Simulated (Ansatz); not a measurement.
# CH6O2Si: molecular dynamics

The plan is to follow the molecule's vibrations and see whether its bonds hold. The start is relaxed first. Runs: 500 steps of 0.5 fs under a Langevin thermostat at 400 K. SMILES of the start: C[SiH](O)O.

Method: RKS PBE0/STO-3G, in Ansatz 0.2.0.

**1. The system as given**

Bond lengths: Si1–C2 1.870 Å, C2–H3 1.110 Å, C2–H4 1.110 Å, C2–H5 1.110 Å, Si1–H6 1.460 Å, Si1–O7 1.679 Å, O7–H8 1.010 Å, Si1–O9 1.679 Å, O9–H10 1.010 Å. Angles: Si1–C2–H3 109.5°, Si1–C2–H4 109.5°, Si1–C2–H5 109.5°, H3–C2–H4 109.4°, H3–C2–H5 109.4°, H4–C2–H5 109.4°, C2–Si1–H6 109.5°, C2–Si1–O7 109.5°, C2–Si1–O9 109.5°, H6–Si1–O7 109.5°, H6–Si1–O9 109.5°, O7–Si1–O9 109.5°, Si1–O7–H8 109.5°, Si1–O9–H10 109.5°.

Structure file:

```xyz
10

Si    0.0000    0.0000    0.0000
C     0.0000    0.0000    1.8700
H    -0.9996   -0.3092    2.2405
H     0.7676   -0.7111    2.2405
H     0.2320    1.0203    2.2405
H     1.3768    0.0000   -0.4862
O    -0.7913    1.3709   -0.5594
H    -1.7491    1.1401   -0.7818
O    -0.7913   -1.3709   -0.5594
H    -1.2459   -1.8365    0.2129
```

**2. Relaxing the start**

File input.yaml:

```yaml
crystal:
  periodic: [false, false, false]
  atoms:
    - { symbol: Si, position_ang: [0.0, 0.0, 0.0] }
    - { symbol: C, position_ang: [0.0, 0.0, 1.87] }
    - { symbol: H, position_ang: [-0.9996, -0.3092, 2.2405] }
    - { symbol: H, position_ang: [0.7676, -0.7111, 2.2405] }
    - { symbol: H, position_ang: [0.232, 1.0203, 2.2405] }
    - { symbol: H, position_ang: [1.3768, 0.0, -0.4862] }
    - { symbol: O, position_ang: [-0.7913, 1.3709, -0.5594] }
    - { symbol: H, position_ang: [-1.7491, 1.1401, -0.7818] }
    - { symbol: O, position_ang: [-0.7913, -1.3709, -0.5594] }
    - { symbol: H, position_ang: [-1.2459, -1.8365, 0.2129] }
basis:
  gaussian: { orbitals: STO-3G }
hamiltonian:
  xc: pbe0
relax:
  f_tol: 0.02
  max_steps: 40
```

On the command line:

```bash
ansatz run input.yaml --threads 1 --pin off --max-ram 2048MiB --backend cpu --events-out ev --progress --plain --runs-dir out
```

What it wrote, cut to the lines that bear on the results:

```text
Warning: RAYON_NUM_THREADS=1 ignored (pool sized by the plan → 1); use --threads N
[...]
Functional definition: PBE0
[...]
425 factors; integrals over basis functions are off by at most 1.1e-5 eV
[...]
mean field -12937.58803704 eV, -475.4475909492 hartree, gradient 1.4e-5 eV, S^2 0.000000; 0 other end points of the search recorded, 0 dependent functions left out
[...]
reference -12937.58805370 eV, -475.4475915613 hartree; 21, 21 occupied and 9, 9 virtual orbitals, 425 factors
relax step   1: F+E_penalty+E_count = -12937.58803704 eV  Δ(F+E_penalty+E_count) = +0.000e0 eV  max|allowed force component| = 9.911e-1 eV/Å  Δτ_max = 0.0000 Å  (20 SCF iters, accepted)
[...]
relax step   3: F+E_penalty+E_count = -12937.70781575 eV  Δ(F+E_penalty+E_count) = -2.396e-2 eV  max|allowed force component| = 1.660e-1 eV/Å  Δτ_max = 0.0546 Å  (24 SCF iters, accepted)
[...]
relax step   5: F+E_penalty+E_count = -12937.72879268 eV  Δ(F+E_penalty+E_count) = -1.435e-2 eV  max|allowed force component| = 9.828e-1 eV/Å  Δτ_max = 0.2000 Å  (29 SCF iters, accepted)
[...]
relax step   7: F+E_penalty+E_count = -12937.75707434 eV  Δ(F+E_penalty+E_count) = +9.888e-4 eV  max|allowed force component| = 1.706e-1 eV/Å  Δτ_max = 0.0634 Å  (24 SCF iters, rejected (line search))
[...]
relax step   8: F+E_penalty+E_count = -12937.76094146 eV  Δ(F+E_penalty+E_count) = -2.878e-3 eV  max|allowed force component| = 2.889e-2 eV/Å  Δτ_max = 0.0317 Å  (24 SCF iters, accepted)
[...]
relax step   9: F+E_penalty+E_count = -12937.76145227 eV  Δ(F+E_penalty+E_count) = -5.108e-4 eV  max|allowed force component| = 5.843e-3 eV/Å  Δτ_max = 0.0247 Å  (25 SCF iters, accepted)
426 factors; integrals over basis functions are off by at most 1.9e-5 eV
mean field -12937.76145227 eV, -475.4539638414 hartree, gradient 1.1e-5 eV, S^2 0.000000; 1 other end points of the search recorded, 0 dependent functions left out
[...]
reference -12937.76146863 eV, -475.4539644426 hartree; 21, 21 occupied and 9, 9 virtual orbitals, 426 factors
Total energy: -12937.76146863 eV, -475.4539644426 hartree
Atom 0 at     0.032079    -0.063812    -0.018623 Å, force     0.005780    -0.000035     0.001452 eV/Å
Atom 1 at    -0.024522     0.041513     1.854439 Å, force    -0.000791     0.000265    -0.001677 eV/Å
Atom 2 at    -1.036341    -0.092567     2.249480 Å, force     0.000257     0.001739     0.000227 eV/Å
Atom 3 at     0.610390    -0.727350     2.304711 Å, force    -0.001105    -0.000221     0.001163 eV/Å
Atom 4 at     0.338795     1.014060     2.199698 Å, force     0.001193    -0.000028     0.000538 eV/Å
Atom 5 at     1.376957     0.076096    -0.519719 Å, force    -0.002092     0.000245     0.000045 eV/Å
Atom 6 at    -0.851209     1.210735    -0.730250 Å, force    -0.004932     0.003486    -0.000011 eV/Å
Atom 7 at    -1.761591     1.179108    -0.280389 Å, force     0.001931    -0.000241     0.000592 eV/Å
Atom 8 at    -0.499978    -1.592485    -0.558564 Å, force    -0.001727    -0.005843     0.001213 eV/Å
Atom 9 at    -1.385380    -1.741697    -0.083183 Å, force     0.001486     0.000633    -0.003542 eV/Å
Dipole moment:    -0.271341    -0.013254     0.382938 e Å
```

Run time: 15 s. Hardware: 1 thread of Arm Neoverse V2, shared host; peak memory 0.12 GiB.

Relaxation path:

| step | energy from step 1 (eV) | largest force component (eV/Å) |
| --- | --- | --- |
| 1 | 0.0000 | 0.9911 |
| 2 | -0.0958 | 0.5484 |
| 3 | -0.1198 | 0.1660 |
| 4 | -0.1264 | 0.8288 |
| 5 | -0.1408 | 0.9828 |
| 6 | -0.1700 | 0.1448 |
| 7x | -0.1690 | 0.1706 |
| 8 | -0.1729 | 0.0289 |
| 9 | -0.1734 | 0.0058 |

Step 1 is the start. 1 step was tried and not accepted (marked x).

After: Bond lengths: Si1–C2 1.877 Å, C2–H3 1.094 Å, C2–H4 1.094 Å, C2–H5 1.094 Å, Si1–H6 1.442 Å, Si1–O7 1.706 Å, O7–H8 1.016 Å, Si1–O9 1.706 Å, O9–H10 1.016 Å. Angles: Si1–C2–H3 112.4°, Si1–C2–H4 110.7°, Si1–C2–H5 110.8°, H3–C2–H4 107.6°, H3–C2–H5 107.6°, H4–C2–H5 107.6°, C2–Si1–H6 111.7°, C2–Si1–O7 111.0°, C2–Si1–O9 110.9°, H6–Si1–O7 105.4°, H6–Si1–O9 105.5°, O7–Si1–O9 112.1°, Si1–O7–H8 104.8°, Si1–O9–H10 104.8°.

**3. The run**

500 steps of 0.5 fs under a Langevin thermostat at 400 K, from the relaxed start.

File input.yaml:

```yaml
crystal:
  periodic: [false, false, false]
  atoms:
    - { symbol: Si, position_ang: [0.032079, -0.063812, -0.018623] }
    - { symbol: C, position_ang: [-0.024522, 0.041513, 1.854439] }
    - { symbol: H, position_ang: [-1.036341, -0.092567, 2.24948] }
    - { symbol: H, position_ang: [0.61039, -0.72735, 2.304711] }
    - { symbol: H, position_ang: [0.338795, 1.01406, 2.199698] }
    - { symbol: H, position_ang: [1.376957, 0.076096, -0.519719] }
    - { symbol: O, position_ang: [-0.851209, 1.210735, -0.73025] }
    - { symbol: H, position_ang: [-1.761591, 1.179108, -0.280389] }
    - { symbol: O, position_ang: [-0.499978, -1.592485, -0.558564] }
    - { symbol: H, position_ang: [-1.38538, -1.741697, -0.083183] }
basis:
  gaussian: { orbitals: STO-3G }
hamiltonian:
  xc: pbe0
md:
  timestep: 0.5
  n_steps: 500
  ensemble: nvt_langevin
  temperature: 400.0
  initial_velocities: maxwell_boltzmann
  seed: 254355
  friction: 1.0
```

On the command line:

```bash
ansatz run input.yaml --threads 1 --pin off --max-ram 2048MiB --backend cpu --events-out ev --progress --plain --runs-dir out
```

What it wrote, cut to the lines that bear on the results:

```text
Warning: RAYON_NUM_THREADS=1 ignored (pool sized by the plan → 1); use --threads N
[...]
Functional definition: PBE0
[...]
422 factors; integrals over basis functions are off by at most 1.2e-5 eV
[...]
mean field -12937.76145029 eV, -475.4539637684 hartree, gradient 1.4e-5 eV, S^2 0.000000; 0 other end points of the search recorded, 0 dependent functions left out
[...]
reference -12937.76146704 eV, -475.4539643841 hartree; 21, 21 occupied and 9, 9 virtual orbitals, 422 factors
md step     0: t =     0.00 fs  T =   360.0 K  F+E_penalty+E_count = -12937.76145029 eV  E_kin = 0.465336 eV  (21 SCF iters)
[...]
md step    25: t =    12.50 fs  T =   352.4 K  F+E_penalty+E_count = -12937.62888839 eV  E_kin = 0.455574 eV  (26 SCF iters)
[...]
md step    50: t =    25.00 fs  T =   552.0 K  F+E_penalty+E_count = -12937.59947638 eV  E_kin = 0.713528 eV  (22 SCF iters)
[...]
md step    75: t =    37.50 fs  T =   496.7 K  F+E_penalty+E_count = -12937.42976709 eV  E_kin = 0.642086 eV  (26 SCF iters)
[...]
md step    98: t =    49.00 fs  T =   461.9 K  F+E_penalty+E_count = -12937.43594627 eV  E_kin = 0.597108 eV  (26 SCF iters)
md step    99: t =    49.50 fs  T =   450.1 K  F+E_penalty+E_count = -12937.47083342 eV  E_kin = 0.581839 eV  (26 SCF iters)
```

**4. The output, continued: dynamics from the start**

The log, continued, cut to the lines that bear on the results:

```text
md step   100: t =    50.00 fs  T =   459.2 K  F+E_penalty+E_count = -12937.47380152 eV  E_kin = 0.593602 eV  (26 SCF iters)
[...]
md step   132: t =    66.00 fs  T =   376.8 K  F+E_penalty+E_count = -12937.47390799 eV  E_kin = 0.487017 eV  (26 SCF iters)
[...]
md step   164: t =    82.00 fs  T =   238.8 K  F+E_penalty+E_count = -12937.31392623 eV  E_kin = 0.308723 eV  (26 SCF iters)
[...]
md step   196: t =    98.00 fs  T =   534.4 K  F+E_penalty+E_count = -12937.42779428 eV  E_kin = 0.690781 eV  (26 SCF iters)
[...]
md step   228: t =   114.00 fs  T =   325.5 K  F+E_penalty+E_count = -12937.53814866 eV  E_kin = 0.420746 eV  (26 SCF iters)
md step   229: t =   114.50 fs  T =   424.9 K  F+E_penalty+E_count = -12937.54111601 eV  E_kin = 0.549215 eV  (26 SCF iters)
```

**5. More of the same log: dynamics from the start**

The log, continued, cut to the lines that bear on the results:

```text
md step   230: t =   115.00 fs  T =   263.8 K  F+E_penalty+E_count = -12937.53161975 eV  E_kin = 0.341006 eV  (26 SCF iters)
[...]
md step   256: t =   128.00 fs  T =   420.2 K  F+E_penalty+E_count = -12937.47205827 eV  E_kin = 0.543116 eV  (24 SCF iters)
[...]
md step   282: t =   141.00 fs  T =   271.2 K  F+E_penalty+E_count = -12937.37017605 eV  E_kin = 0.350614 eV  (25 SCF iters)
[...]
md step   308: t =   154.00 fs  T =   259.5 K  F+E_penalty+E_count = -12937.34900413 eV  E_kin = 0.335469 eV  (26 SCF iters)
[...]
md step   499: t =   249.50 fs  T =   368.0 K  F+E_penalty+E_count = -12937.57802303 eV  E_kin = 0.475692 eV  (26 SCF iters)
[...]
md step   500: t =   250.00 fs  T =   303.8 K  F+E_penalty+E_count = -12937.57792747 eV  E_kin = 0.392737 eV  (22 SCF iters)
Total energy: -12937.57794359 eV, -475.4472200215 hartree
Atom 0 at     0.038247    -0.035286    -0.012623 Å, force     0.399672     0.398398    -0.676113 eV/Å
Atom 1 at     0.108917     0.161364     1.825157 Å, force     0.048723    -1.447937     1.940490 eV/Å
Atom 2 at    -0.884712     0.091555     2.296707 Å, force     0.021085     0.205006    -0.377570 eV/Å
Atom 3 at     0.694705    -0.610903     2.395949 Å, force    -0.207441     0.793251    -0.935179 eV/Å
Atom 4 at     0.500104     1.139503     2.096653 Å, force     0.219300     0.224847    -0.025463 eV/Å
Atom 5 at     1.347449     0.086961    -0.622190 Å, force    -0.145221    -0.111105     0.076822 eV/Å
Atom 6 at    -0.884427     1.308264    -0.546290 Å, force     0.073354    -0.236674    -0.278898 eV/Å
Atom 7 at    -1.824478     0.993408    -0.327648 Å, force    -0.249805     0.239215    -0.016591 eV/Å
Atom 8 at    -0.692375    -1.504035    -0.525872 Å, force    -0.601457     0.487422     0.960067 eV/Å
Atom 9 at    -1.519516    -1.465198     0.098953 Å, force     0.441790    -0.552423    -0.667566 eV/Å
Dipole moment:    -0.194155    -0.092818     0.316686 e Å
```

Wall time 11 min (1 thread of Arm Neoverse V2, shared host); peak memory 0.085 GiB.

**6. What the atoms did**

One step in 26; energies are changes from step 0:

| time (fs) | T (K) | potential energy change (meV/atom) |
| --- | --- | --- |
| 0.0 | 360 | 0.0 |
| 13.0 | 533 | 15.7 |
| 26.0 | 469 | 18.3 |
| 39.0 | 197 | 51.8 |
| 52.0 | 488 | 42.0 |
| 65.0 | 429 | 29.0 |
| 78.0 | 282 | 41.3 |
| 91.0 | 430 | 34.7 |
| 104.0 | 348 | 31.7 |
| 117.0 | 428 | 23.9 |
| 130.0 | 351 | 37.5 |
| 143.0 | 424 | 42.7 |
| 156.0 | 363 | 40.1 |
| 169.0 | 391 | 55.9 |
| 182.0 | 578 | 32.3 |
| 195.0 | 260 | 37.6 |
| 208.0 | 461 | 25.9 |
| 221.0 | 343 | 41.4 |
| 234.0 | 233 | 32.9 |
| 247.0 | 301 | 31.3 |
| 250.0 | 304 | 18.4 |

time (fs), T (K) and a bar:
```
      0.0        360 ############
     11.0        417 #################
     21.5        487 ######################
     32.5        373 #############
     43.5        216 
     54.5        400 ###############
     65.0        429 ##################
     76.0        386 ##############
     87.0        298 #######
     98.0        534 ##########################
    108.5        375 #############
    119.5        464 ####################
    130.5        469 #####################
    141.5        471 #####################
    152.0        294 ######
    163.0        567 #############################
    174.0        304 #######
    185.0        343 ###########
    195.5        337 ##########
    206.5        233 #
    217.5        300 #######
    228.5        397 ###############
    239.0        579 ##############################
    250.0        304 #######
```

**7. Frames from the trajectory**

Extended XYZ, with forces in eV/Å:

```xyz
10
time_fs=31.0 T=416 dE=0.6167
Si    0.037   -0.079    0.004   -0.995    0.484   -0.744
C     0.025    0.002    1.858   -2.527    3.592    0.273
H    -0.970   -0.098    2.307   -0.396   -0.621   -0.650
H     0.579   -0.745    2.289    2.280   -2.101    1.495
H     0.252    1.016    2.294    0.847   -1.143   -0.882
H     1.234    0.182   -0.678    1.559   -0.290    0.022
O    -0.819    1.233   -0.690   -2.464   -0.804    0.907
H    -1.811    0.985   -0.401    1.568    0.866   -0.635
O    -0.532   -1.573   -0.617   -2.323   -0.725    1.807
H    -1.407   -1.812   -0.012    2.451    0.741   -1.593
10
time_fs=62.5 T=471 dE=0.2529
Si    0.044   -0.097    0.023   -1.238    1.095   -0.180
C     0.047    0.055    1.893    0.848    0.500    0.219
H    -0.931   -0.067    2.301   -1.249   -0.173    0.314
H     0.688   -0.588    2.485    0.337   -0.798   -0.411
H     0.372    1.043    2.215   -0.076    0.498   -0.362
H     1.307    0.011   -0.607    0.883    0.163    0.007
O    -0.876    1.210   -0.679   -0.938   -0.779    0.622
H    -1.879    0.964   -0.486    1.499    0.274   -0.123
O    -0.529   -1.544   -0.592   -0.524   -1.202   -0.156
H    -1.435   -1.789   -0.193    0.459    0.421    0.071
10
time_fs=94.0 T=200 dE=0.4679
Si    0.016   -0.046    0.021    2.082    0.610    0.080
C     0.072    0.074    1.881   -3.393   -0.614   -0.079
H    -0.874   -0.132    2.441    0.400    0.217   -0.998
H     0.715   -0.642    2.267    2.118   -1.759    0.860
H     0.372    1.016    2.236    0.855    1.869    0.323
H     1.428    0.044   -0.461   -1.174    0.160    0.296
O    -0.923    1.184   -0.660    1.771    1.146   -0.095
H    -1.787    0.730   -0.624   -2.422   -0.549   -0.180
O    -0.527   -1.484   -0.635   -1.841   -1.992    0.639
H    -1.364   -1.836   -0.095    1.604    0.912   -0.844
10
time_fs=125.0 T=359 dE=0.4021
Si    0.042   -0.019    0.031    0.805   -0.526    0.191
C     0.045    0.036    1.864    1.186   -0.925    2.337
H    -0.937   -0.203    2.314    0.424    0.030   -0.155
H     0.804   -0.725    2.259   -1.329    1.059   -0.532
H     0.371    1.009    2.301   -0.310   -0.556   -0.631
H     1.354    0.128   -0.452    0.992    0.145   -0.349
O    -0.904    1.170   -0.614    0.099    1.916   -0.646
H    -1.770    0.709   -0.488   -1.830    0.029   -0.161
O    -0.568   -1.423   -0.662   -1.309   -1.594    0.600
H    -1.431   -1.676   -0.129    1.271    0.421   -0.653
10
time_fs=156.0 T=363 dE=0.4007
Si    0.054   -0.009    0.044   -1.969    0.776   -1.640
C     0.066    0.122    1.847    0.747    0.253    3.034
H    -0.864   -0.152    2.422    1.026    0.390   -0.837
H     0.866   -0.552    2.158   -0.158   -0.677    0.417
H     0.482    1.084    2.259   -1.046   -0.566   -0.845
H     1.348    0.185   -0.496    0.714   -0.046   -0.220
O    -0.916    1.236   -0.604    2.133    0.893   -0.567
H    -1.847    0.972   -0.454   -1.802   -0.647    0.428
O    -0.615   -1.456   -0.580   -1.160   -0.643    1.222
H    -1.477   -1.607    0.012    1.516    0.268   -0.994
10
time_fs=187.5 T=338 dE=0.3290
Si    0.045   -0.068    0.055   -0.791    0.393   -1.869
C     0.092    0.047    1.851    1.169    0.511    2.369
H    -0.849   -0.018    2.420    0.176   -0.567   -0.438
H     0.849   -0.683    2.238   -0.856    0.794    0.113
H     0.441    1.081    2.083    0.181   -0.822   -0.044
H     1.311    0.136   -0.563    0.693   -0.124    0.086
O    -0.857    1.216   -0.549    0.071    1.146   -0.483
H    -1.826    0.958   -0.564   -0.333   -0.317    0.181
O    -0.632   -1.484   -0.573   -1.126   -0.799    1.054
H    -1.424   -1.614    0.095    0.814   -0.217   -0.969
10
time_fs=219.0 T=340 dE=0.4877
Si    0.048   -0.070    0.020    2.250    0.265   -0.935
C     0.059    0.139    1.833   -1.122    2.618    1.921
H    -0.991    0.093    2.295    1.913   -0.252   -0.676
H     0.751   -0.497    2.341    0.310   -1.016    0.703
H     0.440    1.197    2.071   -0.736   -1.633   -0.549
H     1.376    0.061   -0.636   -0.784   -0.168    0.737
O    -0.816    1.211   -0.550   -2.901    1.565   -0.984
H    -1.837    0.982   -0.438    1.876    0.347   -0.076
O    -0.631   -1.475   -0.556   -1.058   -1.246    0.284
H    -1.502   -1.491   -0.014    0.251   -0.480   -0.425
10
time_fs=250.0 T=304 dE=0.1835
Si    0.038   -0.035   -0.013    0.400    0.398   -0.676
C     0.109    0.161    1.825    0.049   -1.448    1.940
H    -0.885    0.092    2.297    0.021    0.205   -0.378
H     0.695   -0.611    2.396   -0.207    0.793   -0.935
H     0.500    1.139    2.097    0.219    0.225   -0.025
H     1.347    0.087   -0.622   -0.145   -0.111    0.077
O    -0.884    1.308   -0.546    0.073   -0.237   -0.279
H    -1.825    0.993   -0.328   -0.250    0.239   -0.017
O    -0.692   -1.504   -0.526   -0.602    0.487    0.960
H    -1.520   -1.465    0.099    0.442   -0.552   -0.668
```

**8. Results**

| quantity | value |
| --- | --- |
| relaxation of the start | 7 moves, 0.173 eV lower |
| length | 500 steps of 0.5 fs |
| temperature, first and last step | 360 and 304 K |
| temperature, second half | mean 395 K, from 188 to 727 K |
| potential energy, second half | +37 meV/atom from the start |
| bonds formed or broken | 0 |

In words: Against a set 400 K the second half averages 395 K with a spread of 99 K. A friction of 1 per fs wipes out velocities within 1 fs: the temperature is held, but the motion is overdamped and says nothing of rates. The bonding pattern survives the run. A run of 250 fs with 10 atoms shows the motion but fixes no equilibrium value. The nuclei move classically, without zero-point motion, which matters most for hydrogen. The basis is very small, so the numbers are rough.
